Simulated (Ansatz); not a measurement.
# TlRu (P6/mmm) in Ansatz: convergence with k mesh

Aim: find how far k mesh must go before the results for TlRu settle, at LDA. This setting moves, with any that are tied to it; all else stays.

Everything below comes from runs of Ansatz 0.2.0. Logs are shortened: lines on timing, memory, paths and dates and some standing lists are left out, and cuts for length are marked.

## 1. Starting point

It takes space group P6/mmm (No. 191, hexagonal). Conventional cell: a = 3.547 Å, b = 3.547 Å, c = 4.937 Å, α = 90.00°, β = 90.00°, γ = 120.00°. Tl (site symmetry 6/mmm) has 2 Ru at 2.47 Å as nearest neighbours. Ru (site symmetry 6/mmm) is surrounded by 2 Tl at 2.47 Å.

The cell was built by a generator and needn't be a form met in nature.

## 2. With k mesh 3 × 3 × 2

Contents of input.yaml:

```yaml
crystal:
  lattice:
    - [3.54714621, 0.0, 0.0]
    - [-1.77357311, 3.07191873, 0.0]
    - [0.0, 0.0, 4.93701458]
  atoms:
    - { symbol: Tl, position: [0.0, 0.0, 0.0] }
    - { symbol: Ru, position: [0.0, 0.0, 0.5] }
hamiltonian:
  xc: lda
  pseudopotentials: { kind: nc_fr, accuracy: standard, xc_functional: pbe }
magnetization:
  noncollinear: true
  spin_orbit: true
kpoints:
  mp_grid: { grid: [3, 3, 2] }
scf:
  occupations: { method: methfessel_paxton, width: 0.05 }
output:
  forces: true
  stress: true
  eigenvalues: true
```

Potentials or basis: PseudoDojo standard (PBE files).

The run is started by

```sh
$ ansatz run input.yaml --threads 2 --pin off --max-ram 5632MiB --backend cpu --events-out ev --progress --plain --runs-dir out
```

Wall time 3.5 s (2 threads of Intel Xeon Platinum 8259CL at 2.50GHz (Skylake/Cascade Lake), shared host); peak memory 0.59 GiB.

What came out:

* Free energy: -4387.9998 eV
* Pressure: -5.9 GPa
* Band gap on the k mesh: none (metal or under the smearing width)

## 3. With k mesh 4 × 4 × 3

Edit input.yaml of step 2 so:

```diff
@@ -15,3 +15,3 @@
 kpoints:
-  mp_grid: { grid: [3, 3, 2] }
+  mp_grid: { grid: [4, 4, 3] }
 scf:
```

Potentials or basis: PseudoDojo standard (PBE files).

The run is started by

```sh
$ ansatz run input.yaml --threads 2 --pin off --max-ram 5632MiB --backend cpu --events-out ev --progress --plain --runs-dir out
```

Wall time 3.9 s (2 threads of Intel Xeon Platinum 8259CL at 2.50GHz (Skylake/Cascade Lake), shared host); peak memory 0.6 GiB.

What came out:

```
Free energy            : -4388.1247 eV
Pressure               : -5.0 GPa
Band gap on the k mesh : none (metal or under the smearing width)
```

## 4. With k mesh 5 × 5 × 3

Edit input.yaml of step 3 so:

```diff
@@ -15,3 +15,3 @@
 kpoints:
-  mp_grid: { grid: [4, 4, 3] }
+  mp_grid: { grid: [5, 5, 3] }
 scf:
```

The run is started by

```sh
$ ansatz run input.yaml --threads 2 --pin off --max-ram 5632MiB --backend cpu --events-out ev --progress --plain --runs-dir out
```

Wall time 6 s (2 threads of Intel Xeon Platinum 8259CL at 2.50GHz (Skylake/Cascade Lake), shared host); peak memory 0.62 GiB.

What came out:

- Free energy: -4388.1098 eV
- Pressure: -5.1 GPa
- Band gap on the k mesh: none (metal or under the smearing width)

## 5. With k mesh 6 × 6 × 4

Edit input.yaml of step 4 so:

```diff
@@ -15,3 +15,3 @@
 kpoints:
-  mp_grid: { grid: [5, 5, 3] }
+  mp_grid: { grid: [6, 6, 4] }
 scf:
```

The run is started by

```sh
$ ansatz run input.yaml --threads 2 --pin off --max-ram 5632MiB --backend cpu --events-out ev --progress --plain --runs-dir out
```

Wall time 9.1 s (2 threads of Intel Xeon Platinum 8259CL at 2.50GHz (Skylake/Cascade Lake), shared host); peak memory 0.7 GiB.

Results:

| Quantity | Value |
| --- | --- |
| Free energy | -4387.8327 eV |
| Pressure | -4.5 GPa |
| Band gap on the k mesh | none (metal or under the smearing width) |

## 6. With k mesh 8 × 8 × 5

Edit input.yaml of step 5 so:

```diff
@@ -15,3 +15,3 @@
 kpoints:
-  mp_grid: { grid: [6, 6, 4] }
+  mp_grid: { grid: [8, 8, 5] }
 scf:
```

Potentials or basis: PseudoDojo standard (PBE files).

The run is started by

```sh
$ ansatz run input.yaml --threads 2 --pin off --max-ram 5632MiB --backend cpu --events-out ev --progress --plain --runs-dir out
```

It took 13 s on 2 threads of Intel Xeon Platinum 8259CL at 2.50GHz (Skylake/Cascade Lake), shared host; peak memory 0.77 GiB.

The run converged. Its results:

```yaml
Free_energy: -4387.9228 eV
Pressure: -5.9 GPa
Band_gap_on_the_k_mesh: none (metal or under the smearing width)
```

## 7. With k mesh 10 × 10 × 6

Edit input.yaml of step 6 so:

```diff
@@ -15,3 +15,3 @@
 kpoints:
-  mp_grid: { grid: [8, 8, 5] }
+  mp_grid: { grid: [10, 10, 6] }
 scf:
```

The run is started by

```sh
$ ansatz run input.yaml --threads 2 --pin off --max-ram 5632MiB --backend cpu --events-out ev --progress --plain --runs-dir out
```

Run time: 22 s. Hardware: 2 threads of Intel Xeon Platinum 8259CL at 2.50GHz (Skylake/Cascade Lake), shared host; peak memory 0.95 GiB.

It converged, with:

```yaml
Free_energy: -4387.9985 eV
Pressure: -5.9 GPa
Band_gap_on_the_k_mesh: none (metal or under the smearing width)
```

## 8. With k mesh 12 × 12 × 8

Edit input.yaml of step 7 so:

```diff
@@ -15,3 +15,3 @@
 kpoints:
-  mp_grid: { grid: [10, 10, 6] }
+  mp_grid: { grid: [12, 12, 8] }
 scf:
```

The run is started by

```sh
$ ansatz run input.yaml --threads 2 --pin off --max-ram 5632MiB --backend cpu --events-out ev --progress --plain --runs-dir out
```

Run time: 42 s. Hardware: 2 threads of Intel Xeon Platinum 8259CL at 2.50GHz (Skylake/Cascade Lake), shared host; peak memory 1.2 GiB.

The run converged. Its results:

```
Free energy            : -4387.9456 eV
Pressure               : -5.0 GPa
Band gap on the k mesh : none (metal or under the smearing width)
```

## 9. With k mesh 14 × 14 × 9

Edit input.yaml of step 8 so:

```diff
@@ -15,3 +15,3 @@
 kpoints:
-  mp_grid: { grid: [12, 12, 8] }
+  mp_grid: { grid: [14, 14, 9] }
 scf:
```

Potentials or basis: PseudoDojo standard (PBE files).

The run is started by

```sh
$ ansatz run input.yaml --threads 2 --pin off --max-ram 5632MiB --backend cpu --events-out ev --progress --plain --runs-dir out
```

The program printed:

```text
Warning: RAYON_NUM_THREADS=2 ignored (pool sized by the plan → 2); use --threads N
Engine: ansatz 0.2.0, x86_64-unknown-linux-gnu
Pseudopotentials: kind: nc_fr
Pseudopotential: Tl, nc_fr, valence charge 13, recommended cutoff 843.552974 eV (normal), Tl.nc_fr.azcp (PseudoDojo's, or run here from an input of PseudoDojo's; its table is named by hamiltonian.pseudopotentials.accuracy)
Pseudopotential: Ru, nc_fr, valence charge 16, recommended cutoff 1142.878222 eV (normal), Ru.nc_fr.azcp (PseudoDojo's, or run here from an input of PseudoDojo's; its table is named by hamiltonian.pseudopotentials.accuracy)
Functional definition: SPW92
  exchange = slater_x
  correlation = pw_c
non-collinear run that drives no moment, with spin-orbit: no starting moment large enough to seed its density (crystal.atoms[].spin), no starting occupations that ask for one, no magnetisation constraint and no magnetic field, so the semilocal B_xc is pinned to zero
Crystal: 2 atoms, lattice volume = 53.796 Å³
Basis set: ecut = 1142.878222 eV, 4707 PW (Γ)
Bands: 38, of which v1, the nominal top of the filled ones, is band 29 counted from 1 (28 counted from 0)
Symmetry: 24 space group operations + 24 with time reversal
Magnetic group: BNS 191.234 (UNI 1464), of the structure as read, at distance tolerance 3.8e-5 Å
k-points: 120 of 1764
Projection manifold: j_resolved (fully-relativistic pseudo-atomic orbitals)
Non-local potential: Tl, projectors of the file, l = 0: 2, l = 1: 4, l = 2: 4
Non-local potential: Ru, projectors of the file, l = 0: 2, l = 1: 4, l = 2: 4
Initial density: superposition of atomic densities (chi_scale 0.1, normalization cell, long waves kept (reshape's long-wave potential 0.01 eV rms))
Initial wavefunctions: pseudopotential atomic-orbital guess
Functional: x = slater, c = lda
[... 18 lines left out ...]
Free energy (F): -4387.952396 eV
Harris-Foulkes:  -4387.952396 eV  (|F-HF|=1.20e-8)
Internal energy: -4387.952362 eV  (E = F + TS)
E sigma→0 (E₀):  -4387.952388 eV
Entropy (-TS):   -0.000034 eV (-0.017 meV/atom)
Fermi energy:    9.720286 eV
--- Per-component energies (eV) ---
  E_band       = -239.928501
  E_kinetic    = 1733.131111
  E_local      = -3261.058580  (includes V_loc(G=0)·N_el)
  E_nonlocal   = -72.164177
  E_hartree    = 1009.450788
  E_xc         = -970.503797
  E_vxc        = -658.735859  (∫ρ·V_xc dr)
  E_ewald      = -2826.807706
  E_smearing   = -0.000034  (= −TS)
  E_closure    = 0.000000  (closes the sum)
  Σ components = -4387.952396   (vs F -4387.952396, Δ=0.00e0)
--- Forces (eV/Å), atoms counted from 1 ---
  atom   1  Tl     0.00000000     0.00000000     0.00000000
  atom   2  Ru     0.00000000    -0.00000000     0.00000000
  max |Σ_I F_I| component: 7.20e-29 eV/Å
--- Stress (GPa, compression-positive) ---
      -16.651853       0.000000       0.000000
        0.000000     -16.651853       0.000000
        0.000000       0.000000      16.532073
  P = ⅓ Tr σ = -5.5905 GPa (-55.905 kbar)
--- Band table (eV; the first three rows and the last of 120) ---
  k-point 0: bands = ["-61.7297", "-61.7297", "-34.1015", "-34.1015", "-30.7389", "-30.7389", "-30.7036", "-30.7036", "-2.6878", "-2.6878", "-2.3004", "-2.3004", "-0.6629", "-0.6629", "-0.1765", "-0.1765", "-0.1529", "-0.1529", "1.4495", "1.4495", "7.7683", "7.7683", "9.0489", "9.0489", "9.3243", "9.3243", "9.7881", "9.7881", "9.9505", "9.9505", "9.9761", "9.9761", "13.9580", "13.9580", "16.9917", "16.9917", "18.7547", "18.7547"]
  k-point 1: bands = ["-61.7296", "-61.7296", "-34.1021", "-34.1021", "-30.7404", "-30.7404", "-30.7037", "-30.7037", "-2.6582", "-2.6582", "-2.2988", "-2.2988", "-0.6293", "-0.6293", "-0.1674", "-0.1674", "-0.1524", "-0.1524", "1.5154", "1.5154", "7.6998", "7.6998", "9.0452", "9.0452", "9.3213", "9.3213", "9.4559", "9.4559", "9.7151", "9.7151", "9.9062", "9.9062", "14.5266", "14.5266", "17.1737", "17.1737", "18.9494", "18.9494"]
  k-point 2: bands = ["-61.7294", "-61.7294", "-34.1036", "-34.1036", "-30.7444", "-30.7444", "-30.7038", "-30.7038", "-2.5850", "-2.5850", "-2.2947", "-2.2947", "-0.5431", "-0.5431", "-0.1513", "-0.1513", "-0.1441", "-0.1441", "1.7129", "1.7129", "7.4483", "7.4483", "8.5492", "8.5492", "9.0347", "9.0347", "9.3137", "9.3137", "9.5257", "9.5257", "9.7367", "9.7367", "15.7748", "15.7748", "17.6557", "17.6557", "19.4799", "19.4799"]
  k-point 119: bands = ["-61.7265", "-61.7265", "-34.1186", "-34.1186", "-30.7579", "-30.7579", "-30.7322", "-30.7322", "-2.4368", "-2.4368", "-2.2184", "-2.2184", "-0.3361", "-0.3361", "-0.2188", "-0.2188", "-0.0025", "-0.0025", "5.6953", "5.6953", "7.5263", "7.5263", "7.8801", "7.8801", "8.2196", "8.2196", "8.9463", "8.9463", "9.2975", "9.2975", "12.0255", "12.0255", "12.5711", "12.5711", "12.9931", "12.9931", "14.2204", "14.2204"]
```

Run time: 52 s. Hardware: 2 threads of Intel Xeon Platinum 8259CL at 2.50GHz (Skylake/Cascade Lake), shared host; peak memory 1.4 GiB.

Results:

| Item | Value |
| --- | --- |
| Free energy | -4387.9524 eV |
| Pressure | -5.6 GPa |
| Band gap on the k mesh | none (metal or under the smearing width) |

## 10. Summary

| k mesh | energy less the tightest run, at zero smearing (meV/atom) | pressure (GPa) | SCF cycles | CPU time (s) | peak memory (GiB) |
| --- | --- | --- | --- | --- | --- |
| 3 × 3 × 2 | -23.79 | -5.93 | 10 | 6.5 | 0.59 |
| 4 × 4 × 3 | -85.76 | -5.02 | 9 | 7.3 | 0.6 |
| 5 × 5 × 3 | -78.59 | -5.11 | 9 | 11 | 0.62 |
| 6 × 6 × 4 | 60.03 | -4.46 | 9 | 18 | 0.7 |
| 8 × 8 × 5 | 14.76 | -5.89 | 9 | 25 | 0.77 |
| 10 × 10 × 6 | -23.08 | -5.93 | 8 | 42 | 0.95 |
| 12 × 12 × 8 | 3.39 | -5.03 | 10 | 83 | 1.2 |
| 14 × 14 × 9 | 0.00 | -5.59 | 9 | 100 | 1.4 |

Not settled before the last step: the energy (to 1 meV/atom), the pressure (to 0.1 GPa). Meshes of other sizes hit other points, so gaps and Fermi surfaces needn't settle smoothly. The tightest run that finished is the yardstick and may itself not be fully converged.

Caveats: the potentials were made for another functional, which shifts forces and pressure.
